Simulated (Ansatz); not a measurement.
# GaGeTe: the cost of one run

Program: Ansatz 0.2.0. Level of theory: DFT PBEsol, scalar-relativistic, plane waves, PAW. These are calculated values, not measurements.

1 further run of the same task is left out (set aside as unsound or not needed).

**1. The structure to begin with**

Symmetry: R-3m, No. 166, trigonal system. The conventional cell has a = 4.050 Å, b = 4.050 Å, c = 34.932 Å, α = 90.00°, β = 90.00°, γ = 120.00°. Ga (site symmetry 3m) is surrounded by 1 Ge at 2.43 Å and 3 Te at 2.66 Å. Ge (site symmetry 3m) is surrounded by 1 Ga at 2.43 Å and 3 Ge at 2.47 Å. Around Te (site symmetry 3m) lie 3 Ga at 2.66 Å.

Structure file:

```
Ga Ge Te
1.0
     2.02484    1.16904   11.64391
    -2.02484    1.16904   11.64391
     0.00000   -2.33809   11.64391
Ga Ge Te
2 2 2
Direct
  0.25226 0.25226 0.25226
  0.74774 0.74774 0.74774
  0.32188 0.32188 0.32188
  0.67812 0.67812 0.67812
  0.11737 0.11737 0.11737
  0.88263 0.88263 0.88263
```

It goes back to an entry of the Materials Project.

It is the result of an earlier relaxation at this level (volume 27.56 Å³/atom; gap on the mesh: 0.12 eV).

**2. Static run: bands, density of states and charges**

File input.yaml:

```yaml
crystal:
  lattice:
    - [2.024842386, 1.1690432966, 11.6439149945]
    - [-2.024842386, 1.1690432966, 11.6439149945]
    - [0.0, -2.3380865932, 11.6439149945]
  atoms:
    - { symbol: Ga, position: [0.2522602364, 0.2522602364, 0.2522602364] }
    - { symbol: Ga, position: [0.7477397636, 0.7477397636, 0.7477397636] }
    - { symbol: Ge, position: [0.3218837394, 0.3218837394, 0.3218837394] }
    - { symbol: Ge, position: [0.6781162606, 0.6781162606, 0.6781162606] }
    - { symbol: Te, position: [0.1173693582, 0.1173693582, 0.1173693582] }
    - { symbol: Te, position: [0.8826306418, 0.8826306418, 0.8826306418] }
basis:
  ecutwfc: 420
kpoints:
  mp_grid: { grid: [12, 12, 12] }
  band_path:
    path:
      - [[0.0, 0.0, 0.0], [0.5, 0.5, 0.5], [0.82661329, 0.17338671, 0.5]]
      - [[0.5, -0.17338671, 0.17338671], [0.5, 0.0, 0.0], [0.0, 0.0, 0.0], [0.33669335, -0.33669335, 0.0]]
      - [[0.66330665, 0.0, 0.33669335], [0.5, 0.0, 0.5], [0.0, 0.0, 0.0]]
    npoints: 14
hamiltonian:
  xc: pbesol
scf:
  occupations: { method: gaussian, width: 0.01 }
  n_extra_bands: 15
output:
  forces: true
  stress: true
  eigenvalues: true
  populations: true
  dos: { projected: true, de: 0.02, nscf_kmesh: { grid: [18, 18, 18] } }
  bader: true
  write_density: true
  write_potential: true
  elf: true
  volumetric_format: npy
```

On the command line:

```console
ansatz run input.yaml --threads 4 --pin off --max-ram 10240MiB --backend cpu --events-out ev --progress --plain --runs-dir out
```

**Question.** How long does this run take on 4 threads of Arm Neoverse N1, shared host, and how much memory does it need?

About 3.3 min, with a peak of 3 GiB.
